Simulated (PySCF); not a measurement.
# C3H3F3O: a tour of settings

Aim: see how C3H3F3O (`C=C(F)OC(F)F`) answers to the choice of functional, basis, grid and SCF options, and what happens with inputs that are wrong on purpose.

Computed with PySCF 2.14.0, with density-fitted response routines of our own, on a single molecule in the gas phase. Atoms are numbered from 0 throughout.

## Step 1: The starting structure

10 atoms, charge 0, multiplicity 1; geometry from: GFN2-xTB.

Bonds of the start (Å): C0–C1 1.32, C1–F2 1.35, C1–O3 1.36, O3–C4 1.36, C4–F5 1.34, C4–F6 1.35, C0–H7 1.07, C0–H8 1.07, C4–H9 1.10.

## Step 2: NMR shieldings: PBE0/pcSseg-1

Job settings and geometry (Å):

```
{"job": {"kind": "nmr", "xc": "PBE0", "basis": "pcSseg-1"}, "charge": 0, "multiplicity": 1}
C      1.883542     0.289104    -0.458883
C      0.708990    -0.257362    -0.231803
F      0.294274    -1.356577    -0.890333
O     -0.176778     0.175140     0.704671
C     -1.512408     0.005688     0.490383
F     -2.111989    -0.118483     1.678736
F     -2.038013     1.111440    -0.085987
H      2.557929    -0.151026    -1.166818
H      2.182013     1.168788     0.074767
H     -1.778677    -0.862058    -0.137260
```

With the program's defaults for keys left out, this is: GIAO PBE0/pcSseg-1 NMR shielding, non-relativistic, gas phase.

Run with:

```
> OMP_NUM_THREADS=1 python probes_run.py task.json out
```

One launch serves the whole session: the jobs run in the order shown.

Log:

```text
coarse grid: 9464 points
cycle   1  E = -490.0691599526  dE =  1.235e+00  |g| = 9.768e-01  |ddm| = 2.758e+00
cycle   2  E = -489.8924704685  dE =  1.767e-01  |g| = 1.419e+00  |ddm| = 1.193e+00
cycle   3  E = -490.2333360440  dE = -3.409e-01  |g| = 1.067e-01  |ddm| = 7.646e-01
cycle   4  E = -490.2349307883  dE = -1.595e-03  |g| = 6.694e-02  |ddm| = 1.206e-01
cycle   5  E = -490.2358138463  dE = -8.831e-04  |g| = 1.002e-02  |ddm| = 4.346e-02
cycle   6  E = -490.2358324377  dE = -1.859e-05  |g| = 3.116e-03  |ddm| = 8.061e-03
cycle   7  E = -490.2358344822  dE = -2.045e-06  |g| = 4.149e-04  |ddm| = 2.231e-03
final grid: 95760 points
cycle   8  E = -490.3068578818  dE = -3.604e-05  |g| = 9.533e-03  |ddm| = 1.894e-02
cycle   9  E = -490.3068437040  dE =  1.418e-05  |g| = 1.332e-02  |ddm| = 1.133e-02
cycle  10  E = -490.3068737080  dE = -3.000e-05  |g| = 1.002e-03  |ddm| = 6.775e-03
cycle  11  E = -490.3068739049  dE = -1.969e-07  |g| = 3.749e-04  |ddm| = 9.302e-04
cycle  12  E = -490.3068739292  dE = -2.433e-08  |g| = 1.129e-04  |ddm| = 2.746e-04
cycle  13  E = -490.3068739316  dE = -2.406e-09  |g| = 1.860e-05  |ddm| = 7.542e-05
cycle  14  E = -490.3068739317  dE = -6.276e-11  |g| = 9.132e-06  |ddm| = 1.682e-05
converged SCF energy = -490.3068739317

GIAO shielding tensors (ppm)
atom      isotropic    diamagn.    paramagn.     s11        s22        s33       span
  0 C      111.713     254.796    -143.082     37.334    131.327    166.479    129.144
  1 C       19.023     250.896    -231.873    -82.728     56.399     83.399    166.127
  2 F      268.656     475.500    -206.844    196.470    283.279    326.218    129.748
  3 O      154.063     399.869    -245.806    113.752    169.972    178.466     64.714
  4 C       66.861     237.649    -170.787     48.505     69.471     82.608     34.103
  5 F      280.022     468.914    -188.892    183.626    311.585    344.857    161.231
  6 F      263.024     472.035    -209.011    175.713    270.856    342.501    166.788
  7 H       27.448      28.866      -1.418     25.070     25.791     31.482      6.412
  8 H       27.473      30.166      -2.694     24.963     26.113     31.342      6.379
  9 H       24.714      27.805      -3.091     21.386     24.968     27.788      6.402
```

Run time: 16 s. Hardware: 1 thread of Intel Xeon Platinum 8488C, shared host; peak memory 0.63 GiB.

The references, computed at this level on geometries of the same kind, shield at (ppm): 1H TMS 31.72, 13C TMS 186.9, 19F CFCl3 170.9, 17O H2O 336.1. Their shielding less the atom's gives the shift. The references are single molecules in the gas phase, so shifts against H2O, NH3, PH3, H3PO4 or CFCl3 are not on the usual liquid scales and can be off by tens of ppm. Atoms listed in one row are averaged.

```csv
atoms,environment,σ (ppm),δ (ppm),δ scaled to CDCl3
C1,alkene carbon bearing oxygen,19.0,167.9,162.0
C4,sp3 CH bonded to 2 F and O,66.9,120.1,115.3
C0,β carbon of an enol-ether or enamine type C=C,111.7,75.2,71.5
H9,hydrogen on an sp3 CH bonded to 2 F and O,24.71,7.00,6.71
H7,hydrogen on a β carbon of an enol-ether or enamine type C=C,27.45,4.27,4.13
H8,hydrogen on a β carbon of an enol-ether or enamine type C=C,27.47,4.24,4.11
F2,vinylic fluorine,268.7,-97.7,–
"F5, F6",fluorine of a CF2 group,271.5,-100.6,–
O3,ether oxygen,154.1,182.0,–
```

The scaled column applies a straight-line fit of computed shieldings to shifts measured in CDCl3, and one for carbons that bear F (root-mean-square error 0.16 ppm for H, 1.9 ppm for C).

The run also stored atomic charges by several schemes (e):

```csv
atoms,Mulliken,IAO,Hirshfeld,ESP fit
C0,-0.21,-0.41,-0.15,-0.69
C1,0.41,0.46,0.16,0.44
F2,-0.27,-0.27,-0.07,-0.17
O3,-0.44,-0.32,-0.11,-0.28
C4,0.66,0.61,0.21,0.51
"F5, F6",-0.28,-0.29,-0.11,-0.21
```

Mayer bond orders: C0–C1 1.89, C1–F2 0.95, C1–O3 1.00, O3–C4 0.98, C4–F5 1.03, C4–F6 0.99.

The fields below are evaluated on a grid from the run's orbitals.

Frontier orbitals at PBE0/pcSseg-1, with the share of their density that lies nearest to each atom:

```csv
orbital,energy (eV),lies on
HOMO,-7.79,C0 40 %; C1 25 %; O3 13 %
LUMO,0.28,"C1 40 %; C0 27 %; H7, H8 about 9 % each"
```

ELF in a plane through or near 7 of the atoms.

Ten even steps from ' ' (0.00) to '@' (1.00):
```
                                                        
                                                        
                                                        
                                                        
              ++##**--                                  
          ..**@@@@@@%%    ..--::                        
          ::%%@@@@@@@@    ++##**..                      
          ..++@@@@@@##    ##%%##::....  ..::::          
          ..--****++++--::##%%%%**--------==--..        
        --##%%%%::--++##==%%######----==------..        
      ..%%@@@@@@**==%%--::**++==++----==......          
        %%@@@@@@##--==::====..  **@@@@%%..              
        ++@@@@@@--  ..**####++  ++@@@@@@==              
          ==**--    ==%%++##%%::..@@@@@@##              
                  ::++%%##%%##--  ==@@@@::              
                  ..--++**++==..                        
                      ......                            
                                                        
                                                        
                                                        
```
The map spans 10.8 Å across and 8.3 Å up, centred on the molecule. Atoms in the plane (x, y in Å): C0 (-1.9, 0.2), C1 (-0.7, -0.3), F2 (-0.5, -1.6), C4 (1.6, 0.1), H7 (-2.8, -0.4), H8 (-2.1, 1.3), H9 (1.7, -1.0).

On the surface of density 0.002 e/bohr³ the electrostatic potential runs, from the 1st to the 99th percentile, from -0.68 V near F6 to 1.50 V near H9.

## Step 3: Ultraviolet spectrum: PBE0/def2-SVPD

Same as in step 2 but for these lines:

```diff
@@ -1,2 +1,2 @@
-{"job": {"kind": "nmr", "xc": "PBE0", "basis": "pcSseg-1"}, "charge": 0, "multiplicity": 1}
+{"job": {"kind": "uv", "xc": "PBE0", "basis": "def2-SVPD", "nstates": 6, "ntriplets": 2}, "charge": 0, "multiplicity": 1}
 C      1.883542     0.289104    -0.458883
```

Level: TDDFT PBE0/def2-SVPD, vertical, gas phase, core orbitals frozen in the response.

Log:

```text
coarse grid: 9464 points
cycle   1  E = -489.7812592457  dE =  1.187e+00  |g| = 9.189e-01  |ddm| = 4.254e+00
cycle   2  E = -489.6134533768  dE =  1.678e-01  |g| = 1.334e+00  |ddm| = 2.118e+00
cycle   3  E = -489.9357227839  dE = -3.223e-01  |g| = 1.037e-01  |ddm| = 1.326e+00
cycle   4  E = -489.9374313865  dE = -1.709e-03  |g| = 6.054e-02  |ddm| = 1.735e-01
cycle   5  E = -489.9381762272  dE = -7.448e-04  |g| = 9.662e-03  |ddm| = 5.908e-02
cycle   6  E = -489.9381939812  dE = -1.775e-05  |g| = 3.190e-03  |ddm| = 1.418e-02
cycle   7  E = -489.9381962748  dE = -2.294e-06  |g| = 3.854e-04  |ddm| = 3.605e-03
final grid: 95760 points
cycle   8  E = -490.0096278649  dE = -3.074e-05  |g| = 9.003e-03  |ddm| = 8.466e-02
cycle   9  E = -490.0096146401  dE =  1.322e-05  |g| = 1.255e-02  |ddm| = 1.956e-02
cycle  10  E = -490.0096429471  dE = -2.831e-05  |g| = 9.205e-04  |ddm| = 1.078e-02
cycle  11  E = -490.0096431274  dE = -1.802e-07  |g| = 3.248e-04  |ddm| = 1.387e-03
cycle  12  E = -490.0096431470  dE = -1.966e-08  |g| = 9.706e-05  |ddm| = 3.826e-04
cycle  13  E = -490.0096431489  dE = -1.926e-09  |g| = 1.582e-05  |ddm| = 1.181e-04
cycle  14  E = -490.0096431490  dE = -4.695e-11  |g| = 7.657e-06  |ddm| = 2.501e-05
converged SCF energy = -490.0096431490

Static polarisability (au): isotropic 45.380, principal 35.580 40.387 60.173

Singlet excitations
state   eV       nm        f      main configurations
  1   7.1600    173.2   0.02573   H->L+1 0.92
  2   7.6177    162.8   0.43381   H->L 0.90
  3   7.9610    155.7   0.01753   H->L+2 0.90
  4   8.3911    147.8   0.00349   H->L+3 0.41, H->L+6 0.27, H->L+4 0.11
  5   8.7755    141.3   0.00334   H->L+3 0.46, H->L+6 0.27, H->L+4 0.24
  6   8.9004    139.3   0.00029   H->L+4 0.60, H->L+6 0.35

Triplet excitations (Tamm-Dancoff, eV): 4.5521 6.9145
```

Run time: 22 s. Hardware: 1 thread of Intel Xeon Platinum 8488C, shared host; peak memory 0.72 GiB.

The orbitals next to the gap, with their largest atomic shares:

```csv
orbital,eV,atoms
HOMO−3,-12.00,"F2 30 %, F6 18 %, O3 15 %"
HOMO−2,-11.51,"F6 29 %, O3 28 %, F5 15 %"
HOMO−1,-10.81,"O3 32 %, F5 16 %, C4 15 %"
HOMO,-7.87,"C0 40 %, C1 28 %, O3 14 %"
LUMO,0.07,"C1 35 %, C0 30 %, O3 9 %"
LUMO+1,0.57,"C1 23 %, C4 18 %, C0 15 %"
LUMO+2,1.28,"C0 23 %, H7 14 %, H9 13 %"
```

With each of the 6 states as a Gaussian band of 0.4 eV half-width at 1/e, the curve within the window shown has maxima at 163 nm (ε 18,000) L/(mol cm). Beyond the last state computed it falls off for lack of states. The curve at chosen wavelengths:

```json
{"nm": "135", "ε (L/mol/cm)": "53"}
{"nm": "137", "ε (L/mol/cm)": "98"}
{"nm": "139", "ε (L/mol/cm)": "151"}
{"nm": "141", "ε (L/mol/cm)": "204"}
{"nm": "144", "ε (L/mol/cm)": "302"}
{"nm": "146", "ε (L/mol/cm)": "458"}
{"nm": "148", "ε (L/mol/cm)": "839"}
{"nm": "150", "ε (L/mol/cm)": "1681"}
{"nm": "152", "ε (L/mol/cm)": "3275"}
{"nm": "154", "ε (L/mol/cm)": "5821"}
{"nm": "157", "ε (L/mol/cm)": "11091"}
{"nm": "159", "ε (L/mol/cm)": "14662"}
{"nm": "161", "ε (L/mol/cm)": "17253"}
{"nm": "163", "ε (L/mol/cm)": "18189"}
{"nm": "165", "ε (L/mol/cm)": "17320"}
{"nm": "167", "ε (L/mol/cm)": "15030"}
{"nm": "170", "ε (L/mol/cm)": "10442"}
{"nm": "172", "ε (L/mol/cm)": "7529"}
{"nm": "174", "ε (L/mol/cm)": "5152"}
{"nm": "176", "ε (L/mol/cm)": "3390"}
{"nm": "178", "ε (L/mol/cm)": "2169"}
{"nm": "180", "ε (L/mol/cm)": "1362"}
{"nm": "183", "ε (L/mol/cm)": "659"}
{"nm": "185", "ε (L/mol/cm)": "397"}
{"nm": "187", "ε (L/mol/cm)": "235"}
{"nm": "189", "ε (L/mol/cm)": "135"}
```

Leading natural transition orbitals of singlet state 2: the hole lies on C0 37 %; O3 21 %; C1 20 %; the particle on C1 34 %; C0 18 %; H7, H8 about 15 % each.

Leading natural transition orbitals of singlet state 1: the hole lies on C0 40 %; C1 25 %; O3 14 %; the particle on F2 25 %; H8, H9 about 12 % each; C1 13 %.

Further results of this job:

```csv
property,computed
dipole moment (D),1.73
polarisability (Å³),6.72
HOMO–LUMO gap (eV),7.94
−ε(HOMO) (eV),7.87
```

## Step 4: Spin-spin couplings: PBE0/def2-TZVPP

Same as in step 3 but for these lines:

```diff
@@ -1,2 +1,2 @@
-{"job": {"kind": "uv", "xc": "PBE0", "basis": "def2-SVPD", "nstates": 6, "ntriplets": 2}, "charge": 0, "multiplicity": 1}
+{"job": {"kind": "j", "xc": "PBE0", "basis": "def2-TZVPP"}, "charge": 0, "multiplicity": 1}
 C      1.883542     0.289104    -0.458883
```

Method: PBE0/def2-TZVPP indirect spin-spin coupling, non-relativistic, gas phase.

Log:

```text
coarse grid: 9464 points
cycle   1  E = -490.3853409865  dE =  1.239e+00  |g| = 9.994e-01  |ddm| = 2.562e+00
cycle   2  E = -490.1928341849  dE =  1.925e-01  |g| = 1.479e+00  |ddm| = 1.186e+00
cycle   3  E = -490.5512488654  dE = -3.584e-01  |g| = 1.072e-01  |ddm| = 7.359e-01
cycle   4  E = -490.5527470658  dE = -1.498e-03  |g| = 7.053e-02  |ddm| = 1.091e-01
cycle   5  E = -490.5536953769  dE = -9.483e-04  |g| = 1.155e-02  |ddm| = 4.155e-02
cycle   6  E = -490.5537207722  dE = -2.540e-05  |g| = 3.426e-03  |ddm| = 8.756e-03
cycle   7  E = -490.5537231969  dE = -2.425e-06  |g| = 5.120e-04  |ddm| = 2.320e-03
final grid: 95760 points
cycle   8  E = -490.5589401678  dE = -8.574e-05  |g| = 8.822e-03  |ddm| = 6.510e-02
cycle   9  E = -490.5589281163  dE =  1.205e-05  |g| = 1.219e-02  |ddm| = 9.729e-03
cycle  10  E = -490.5589531454  dE = -2.503e-05  |g| = 1.113e-03  |ddm| = 5.956e-03
cycle  11  E = -490.5589533635  dE = -2.181e-07  |g| = 4.806e-04  |ddm| = 9.956e-04
cycle  12  E = -490.5589534048  dE = -4.127e-08  |g| = 1.456e-04  |ddm| = 3.143e-04
cycle  13  E = -490.5589534085  dE = -3.715e-09  |g| = 1.948e-05  |ddm| = 8.693e-05
cycle  14  E = -490.5589534086  dE = -6.298e-11  |g| = 9.858e-06  |ddm| = 1.679e-05
converged SCF energy = -490.5589534086

Indirect spin-spin couplings (Hz)
  i      j    bonds     total        FC       PSO       DSO        SD
  0 C    1 C    1    119.013   125.534    -6.802     0.281         -
  0 C    2 F    2     27.711    35.980   -17.653    -0.268     9.652
  0 C    3 O    2    -11.591   -12.544     0.942     0.012         -
  0 C    4 C    3      2.109     1.985     0.203    -0.078         -
  0 C    5 F    4      1.430     0.969     0.554    -0.332     0.238
  0 C    6 F    4      1.005     0.716    -0.115    -0.181     0.584
  0 C    7 H    1    156.353   154.811     0.828     0.715         -
  0 C    8 H    1    155.749   154.225     0.809     0.715         -
  1 C    2 F    1   -388.764  -370.974   -18.262     1.078    -0.606
  1 C    3 O    1     31.386    28.378     3.210    -0.202         -
  1 C    4 C    2     -1.092    -1.015    -0.122     0.045         -
  1 C    5 F    3      7.438     6.538     0.593    -0.357     0.664
  1 C    6 F    3     -1.890    -1.606     0.689    -0.072    -0.901
  1 C    7 H    2     -2.434    -1.004    -1.188    -0.242         -
  1 C    8 H    2      1.673     3.055    -1.160    -0.223         -
  1 C    9 H    3      3.665     3.696    -0.188     0.157         -
  2 F    3 O    2     25.045    13.697    13.304     0.033    -1.990
  2 F    4 C    3     16.285    18.454    -2.542     0.284     0.090
  2 F    5 F    4     -1.978     1.102    -1.694    -0.868    -0.518
  2 F    6 F    4     -4.541    -2.211     0.292    -0.565    -2.057
  2 F    7 H    3      4.425     8.493    -2.915    -0.206    -0.948
  2 F    8 H    3     35.024    38.725    -2.361    -2.339     0.998
  2 F    9 H    4     -0.798    -0.475    -2.140     2.080    -0.262
  3 O    4 C    1     19.572    16.090     3.705    -0.223         -
  3 O    5 F    2    -45.130   -47.005     3.107    -0.039    -1.193
  3 O    6 F    2    -22.043   -16.322    -1.614    -0.011    -4.097
  3 O    7 H    3     -9.050    -9.352     0.034     0.268         -
  3 O    8 H    3     -1.712    -1.873     0.231    -0.070         -
  3 O    9 H    2     -2.422    -2.830     0.349     0.058         -
  4 C    5 F    1   -334.683  -318.640   -25.968     1.219     8.707
  4 C    6 F    1   -350.233  -336.849   -24.259     1.233     9.642
  4 C    7 H    4      1.380     1.423     0.284    -0.327         -
  4 C    9 H    1    203.573   202.691    -0.907     1.789         -
  5 F    6 F    2    105.540    43.476     2.616    -0.527    59.976
  5 F    7 H    5      1.322     1.511     1.009    -1.276     0.079
  5 F    9 H    2     64.800    70.132    -0.903    -0.731    -3.699
  6 F    7 H    5     -1.219    -1.054     0.819    -0.978    -0.005
  6 F    8 H    5     -1.164    -0.919     0.282    -0.405    -0.122
  6 F    9 H    2     75.147    81.232    -1.610    -0.593    -3.882
  7 H    8 H    2     -5.125    -4.811     3.332    -3.646         -
  7 H    9 H    5     -0.246    -0.032     0.985    -1.200         -
  8 H    9 H    5     -0.240     0.027     1.220    -1.487         -
```

Run time: 44 s. Hardware: 1 thread of Intel Xeon Platinum 8488C, shared host; peak memory 0.95 GiB.

This basis has no tight s functions, so the Fermi-contact terms are rough.

A choice of the couplings up to four bonds, sorted by the number of bonds, with means over like pairs; isotopes 13C, 19F, 1H, 17O:

```csv
pair,bonds,J (Hz),Fermi contact (Hz),dihedral (°)
C1–F2,1,-388.8,-371.0,–
C4–F5,1,-342.5,-327.7,–
C4–H9,1,203.6,202.7,–
C0–H7,1,156.4,154.8,–
C0–H8,1,155.7,154.2,–
C0–C1,1,119.0,125.5,–
C1–O3,1,31.4,28.4,–
O3–C4,1,19.6,16.1,–
F5–F6,2,105.5,43.5,–
F5–H9,2,70.0,75.7,–
O3–F5,2,-33.6,-31.7,–
C0–F2,2,27.7,36.0,–
F2–O3,2,25.0,13.7,–
C0–O3,2,-11.6,-12.5,–
H7–H8,2,-5.1,-4.8,–
C1–H7,2,-2.4,-1.0,–
O3–H9,2,-2.4,-2.8,–
F2–H8,3,35.0,38.7,179
F2–C4,3,16.3,18.5,-33
O3–H7,3,-9.1,-9.4,176
F2–H7,3,4.4,8.5,-2
C1–H9,3,3.7,3.7,29
C1–F5,3,2.8,2.5,–
C0–C4,3,2.1,2.0,150
O3–H8,3,-1.7,-1.9,-3
F2–F5,4,-3.3,-0.6,–
C4–H7,4,1.4,1.4,–
C0–F5,4,1.2,0.8,–
```

The spin-dipole term was solved for some atoms only; pairs without it lack that part.

The response was solved for the nuclei of C, F, H alone, so couplings that need other nuclei can be missing.

Quadrupole couplings from the field gradients of the same density:

```csv
atom,isotope,eQq/h (MHz),η
O3,17O,-10.8,0.72
```

Shifts (PBE0/pcSseg-1, unscaled) and these couplings together give the proton spectrum at 300 MHz below.

1H NMR δ 7.00 (t, J = 70.0 Hz, 1H), 4.27 (m, 1H), 4.24 (m, 1H).

## Step 5: NMR shieldings: TPSS/pcseg-1

Same as in step 4 but for these lines:

```diff
@@ -1,2 +1,2 @@
-{"job": {"kind": "j", "xc": "PBE0", "basis": "def2-TZVPP"}, "charge": 0, "multiplicity": 1}
+{"job": {"kind": "nmr", "xc": "TPSS", "basis": "pcseg-1", "pop": true, "grid": 0, "scf": {"max_cycle": 5}}, "charge": 0, "multiplicity": 1}
 C      1.883542     0.289104    -0.458883
```

Method: GIAO TPSS/pcseg-1 NMR shielding, non-relativistic, gas phase.

Log:

```text
final grid: 9464 points
cycle   1  E = -490.5651468447  dE =  1.128e+00  |g| = 9.469e-01  |ddm| = 3.222e+00
cycle   2  E = -490.1508430274  dE =  4.143e-01  |g| = 1.724e+00  |ddm| = 1.773e+00
cycle   3  E = -490.7190812119  dE = -5.682e-01  |g| = 2.073e-01  |ddm| = 1.332e+00
cycle   4  E = -490.7278711243  dE = -8.790e-03  |g| = 9.806e-02  |ddm| = 2.882e-01
cycle   5  E = -490.7299399047  dE = -2.069e-03  |g| = 2.401e-02  |ddm| = 9.505e-02
SCF not converged, last energy = -490.7299399047
```

Wall time 2.4 s (1 thread of Intel Xeon Platinum 8488C, shared host).

**What went wrong.** The cap of 5 cycles ended the SCF at a gradient of 2.4e-02. Cure: raise the cap. Numbers printed on the way are no properties of the molecule.

## Step 6: NMR shieldings: PW91/6-31G-J

Same as in step 5 but for these lines:

```diff
@@ -1,2 +1,2 @@
-{"job": {"kind": "nmr", "xc": "TPSS", "basis": "pcseg-1", "pop": true, "grid": 0, "scf": {"max_cycle": 5}}, "charge": 0, "multiplicity": 1}
+{"job": {"kind": "nmr", "xc": "PW91", "basis": "6-31G-J", "pop": true, "scf": {"diis": false, "max_cycle": 53}}, "charge": 0, "multiplicity": 1}
 C      1.883542     0.289104    -0.458883
```

Level: PW91/6-31G-J.

Log:

```text
KeyError: 'Element f (Z=9) not found in basis 6-31G-J version 0'
```

Run time: 0.01 s. Hardware: 1 thread of Intel Xeon Platinum 8488C, shared host.

Why it failed: The basis 6-31G-J has no functions for an element of the molecule, so the input was refused before any integral. The remedy is to choose a basis that covers all elements.

## Step 7: What came out

```
                                                                 quantity                                            value
                                   13C shifts against TMS (PBE0/pcSseg-1)                           167.9, 120.1, 75.2 ppm
                                    1H shifts against TMS (PBE0/pcSseg-1)                             7.00, 4.27, 4.24 ppm
19F shifts against CFCl3 (PBE0/pcSseg-1, means over atoms taken as alike)                                -97.7, -100.6 ppm
                                   17O shifts against H2O (PBE0/pcSseg-1)                                        182.0 ppm
                                    surface potential, 1st and 99th percentile                               -0.68 V and 1.50 V
                                          lowest singlet (PBE0/def2-SVPD)                      7.16 eV (173 nm), f = 0.026
                                 brightest single state of those computed                      state 2, 7.62 eV, f = 0.434
                                                           lowest triplet                                          4.55 eV
                          largest coupling of the table (PBE0/def2-TZVPP)                         1J(C,F) C1–F2, -388.8 Hz
                                            property runs in this session  5, of which 2 failed and 0 gave unsound results
```

What this shows: Single values in the summary come from the first run of each kind that ended normally (PBE0/pcSseg-1; PBE0/def2-SVPD; PBE0/def2-TZVPP), which need not be the best level. C1 (alkene carbon bearing oxygen) lies farthest downfield among carbon, at 167.9 ppm; an sp2 carbon further deshielded by the attached heteroatom. The most deshielded hydrogen is H9 (hydrogen on an sp3 CH bonded to 2 F and O), at 7.00 ppm: its carbon carries F and O, hence the downfield position. The lowest singlet, at 7.16 eV, is HOMO→LUMO+1 0.92 and is weak; of the 6 states computed, the strongest absorption comes from state 2 at 7.62 eV. The lowest triplet lies 2.61 eV below the lowest singlet (triplets in Tamm-Dancoff, singlets in full TDDFT). Of the pairs tabulated at PBE0/def2-TZVPP, C1–F2 couples most strongly (-388.8 Hz; Fermi contact -371.0 Hz). Couplings across rotatable bonds belong to this one conformer; where others are populated, the observed values are averages. Density functionals describe couplings to fluorine poorly, F–F couplings above all, so those rows are rough. Couplings from bases without tight functions are rough.
